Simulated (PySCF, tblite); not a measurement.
**C₂H₈O₂SSi: geometry, infrared bands and NMR shifts**

Wanted: the infrared bands and NMR shifts of C₂H₈O₂SSi (`O[SiH2]OCCS`), by calculation.

The runs use tblite 0.8.0 and PySCF 2.14.0, with density-fitted response routines of our own; the level of theory stands in each step. All values are computed, except where a source is named. Atoms count from 0, in the outputs and in this text.

### 1 The starting structure

14 atoms, charge 0, multiplicity 1; geometry from: force field or distance geometry start.

Bonds of the start (Å): O0–Si1 1.64, Si1–O2 1.67, O2–C3 1.41, C3–C4 1.52, C4–S5 1.81, O0–H6 0.97, Si1–H7 1.49, Si1–H8 1.48, C3–H9 1.11, C3–H10 1.10, C4–H11 1.09, C4–H12 1.09, S5–H13 1.34.

### 2 Relaxing the molecule with GFN2-xTB

The job: settings as JSON, then the geometry in Å.

```
{"job": {"kind": "relax", "xc": "GFN2-xTB", "basis": "xTB"}, "charge": 0, "multiplicity": 1}
O     -2.691300     1.554500    -0.412800
Si    -1.974700     0.174200     0.098500
O     -0.340000     0.273700    -0.234000
C      0.481600    -0.833400     0.067600
C      1.932100    -0.515400    -0.270000
S      2.600400     0.783100     0.806400
H     -2.086200     2.222200    -0.769700
H     -2.147100     0.027200     1.571500
H     -2.538400    -0.997500    -0.598900
H      0.394300    -1.109300     1.142700
H      0.165500    -1.706600    -0.526100
H      2.554900    -1.408400    -0.173400
H      1.996500    -0.151000    -1.298300
H      1.651700     1.686300     0.544400
```

Launch:

```
$ OMP_NUM_THREADS=1 python probes_run.py task.json out
```

The driver reads the jobs from task.json and runs them one after another.

**Question.** This job is followed by: GFN2-xTB harmonic vibrations, gas phase; GIAO PBE0/pcSseg-1 NMR shielding, non-relativistic, gas phase. Predict these results of the whole session: strongest single infrared mode (GFN2-xTB); zero-point energy (GFN2-xTB); 13C shifts against TMS (PBE0/pcSseg-1); 1H shifts against TMS (PBE0/pcSseg-1, means over atoms taken as alike); 17O shifts against H2O (PBE0/pcSseg-1); 29Si shifts against TMS (PBE0/pcSseg-1); 33S shifts against CS2 (PBE0/pcSseg-1).

As calculated:

| quantity | value |
| --- | --- |
| strongest single infrared mode (GFN2-xTB) | 830 cm⁻¹, 410 km/mol |
| zero-point energy (GFN2-xTB) | 61.4 kcal/mol |
| 13C shifts against TMS (PBE0/pcSseg-1) | 65.2, 34.0 ppm |
| 1H shifts against TMS (PBE0/pcSseg-1, means over atoms taken as alike) | 4.95, 3.96, 2.64, 2.62, 1.74 ppm |
| 17O shifts against H2O (PBE0/pcSseg-1) | 44.4, 32.8 ppm |
| 29Si shifts against TMS (PBE0/pcSseg-1) | -28.9 ppm |
| 33S shifts against CS2 (PBE0/pcSseg-1) | -120 ppm |

Over 79 steps the energy fell by 0.118 eV; of the close pairs, Si1–O2 changed most, 1.671 to 1.630 Å. No mode is imaginary among the 36: a minimum at this level. The strongest single mode, at 830 cm⁻¹, has its largest shares on H6, Si1 and H13 (the list is cut at 3 atoms). Unscaled tight-binding wavenumbers are off by several per cent, some by more. Its intensities can rank the bands wrongly. C3 (sp3 CH2 bonded to O) lies farthest downfield among carbon, at 65.2 ppm; pulled downfield by the heteroatom. At PBE0/pcSseg-1: The largest span, 351 ppm, is at S5, where the paramagnetic term is -431 ppm.
